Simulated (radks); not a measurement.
# Taking charge from the 3s level of I³⁺ in fractions

The task here is to estimate one member of a computed series from the others.

Method: Dirac Kohn-Sham, PBEsol, spin-unpolarised, spherical densities, point nucleus; open shells fill j = l - 1/2 first. Code: radks (a radial shooting solver on a logarithmic mesh, Libxc functionals) version 1.

## What is computed

* element: iodine (Z = 53)
* charge: +3
* electrons: 50
* configuration: [Kr] 4d10 5s2 5p2

The first run:

Input:

```text
Z 53
configuration [Kr] 4d10 5s2 5p2
relativity Dirac
functional pbe_sol,pbe_sol
spin unpolarised
j_filling energy
nucleus point
c 137.035999084
```

Among the steps run: Start: [Kr] 4d10 5s2 5p2.

One table of the session follows, with a row left open; its other results are not shown here.

It belongs to the step «Start: [Kr] 4d10 5s2 5p2». Radial moments (bohr):

```
level     <r>  outermost maximum (interpolated)  90 % within  nodes
4s1/2       ?                                 ?            ?      ?
4p1/2  0.7722                             0.698         1.13      2
4p3/2  0.8004                             0.723         1.17      2
4d3/2  0.9102                             0.773         1.39      1
4d5/2  0.9213                             0.781         1.40      1
5s1/2   1.830                              1.65         2.62      4
5p1/2   2.065                              1.84         2.98      3
5p3/2   2.134                              1.91         3.08      3
```

Estimate the missing values for 4s1/2.

The run gave: <r>: 0.7397; outermost maximum (interpolated): 0.681; 90 % within: 1.07; nodes: 3. In the column «<r>» it is the lowest.
